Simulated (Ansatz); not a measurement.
**C2H4ClNOSi: one species, many methods**

An exercise on one series of results from a longer session: the logs are not shown, and one member is left open.

Computed with Ansatz 0.2.0, Gaussian basis. Level: functionals in def2-TZVPP, the program's frozen cores in correlated methods.

Levels to be run: LDA (SPW92), PBE-D4, revPBE-D4, BLYP-D4, r2SCAN-D4, B97M-V, PBE0-D4, B3LYP-D4, r2SCANh-D4, r2SCAN0-D4, HSE06-D4, BHLYP-D4, CAM-B3LYP-D4, LC-ωPBE, ωB97X-V, ωB97M-V, B2PLYP, PBE-QIDH; CCSD(T)/def2-SVP; CCSD(T)/def2-TZVPP; MP2/def2-QZVPP; extrapolation to the limit; RPA on PBE.

**Structure used throughout**

All runs share one geometry, relaxed beforehand with PBE0-D4 in a triple-zeta def2 set.

SMILES `C[SiH](Cl)N=C=O`, 10 atoms, charge 0, spin multiplicity 1.

Atoms are counted from 1 here; the program's logs count them from 0.

Bond lengths: C1–Si2 1.845 Å, C1–H7 1.092 Å, C1–H8 1.093 Å, C1–H9 1.092 Å, Si2–Cl3 2.055 Å, Si2–N4 1.707 Å, Si2–H10 1.478 Å, N4–C5 1.197 Å, C5–O6 1.162 Å. Angles: Si2–C1–H7 110.6°, Si2–C1–H8 110.1°, Si2–C1–H9 110.4°, H7–C1–H8 108.6°, H7–C1–H9 108.5°, H8–C1–H9 108.6°, C1–Si2–Cl3 109.8°, C1–Si2–N4 109.6°, C1–Si2–H10 113.1°, Cl3–Si2–N4 109.0°, Cl3–Si2–H10 107.2°, N4–Si2–H10 108.0°, Si2–N4–C5 155.4°, N4–C5–O6 177.4°.

The first run:

Contents of in.yaml:

```yaml
crystal:
  periodic: [false, false, false]
  atoms:
    - {symbol: C, position_ang: [0.096194, -1.622628, -0.048055]}
    - {symbol: Si, position_ang: [0.688652, 0.124976, -0.063637]}
    - {symbol: Cl, position_ang: [1.227465, 0.660716, -1.972529]}
    - {symbol: N, position_ang: [-0.561566, 1.157062, 0.470688]}
    - {symbol: C, position_ang: [-1.236305, 2.145145, 0.458631]}
    - {symbol: O, position_ang: [-1.919572, 3.084948, 0.486106]}
    - {symbol: H, position_ang: [-0.761847, -1.742415, -0.712711]}
    - {symbol: H, position_ang: [-0.204390, -1.908458, 0.963091]}
    - {symbol: H, position_ang: [0.888581, -2.296922, -0.379738]}
    - {symbol: H, position_ang: [1.865987, 0.346476, 0.801354]}
basis:
  gaussian: {orbitals: def2-TZVPP}
hamiltonian: {xc: lda}
output: {orbitals: {seedname: orbitals}}
```

Among the steps run: LDA; PBE-D4 (GGA); revPBE-D4 (GGA); BLYP-D4 (GGA); r2SCAN-D4 (meta-GGA); B97M-V (meta-GGA); PBE0-D4 (hybrid); B3LYP-D4 (hybrid); r2SCANh-D4 (hybrid); r2SCAN0-D4 (hybrid); HSE06-D4 (hybrid); BHLYP-D4 (hybrid); CAM-B3LYP-D4 (range-separated); LC-ωPBE-D4 (range-separated; the results give it without D4); ωB97X-V (range-separated); ωB97M-V (range-separated); B2PLYP (double hybrid); PBE-QIDH (double hybrid).

One table of the session follows, with a row left open; its other results are not shown here.

It belongs to the step «Frontier levels by functional». 

```
  functional  HOMO (eV)  gap (eV)
 LDA (SPW92)      -7.46      6.26
      PBE-D4      -7.31      6.41
   revPBE-D4      -7.26      6.46
     BLYP-D4      -7.20      6.43
   r2SCAN-D4      -7.64      7.06
      B97M-V      -7.68      7.20
     PBE0-D4      -8.67      8.75
    B3LYP-D4      -8.45      8.30
  r2SCANh-D4      -8.14      7.91
  r2SCAN0-D4          ?         ?
    HSE06-D4      -8.27      7.97
    BHLYP-D4      -9.96     11.10
CAM-B3LYP-D4     -10.05     11.23
     LC-ωPBE     -11.37     13.74
     ωB97X-V     -11.02     13.31
     ωB97M-V     -10.88     12.97
```

Estimate the missing values for r2SCAN0-D4.

Worked estimate for «HOMO (eV)». Against the share of exact exchange, r2SCAN-D4 (0, -7.64), r2SCANh-D4 (0.1, -8.14) give a slope of -5.00 per unit share; at 0.25 the line stands at -8.89.

As computed: HOMO (eV): -8.90; gap (eV): 9.18. In «HOMO (eV)» the line misses by +0.01.
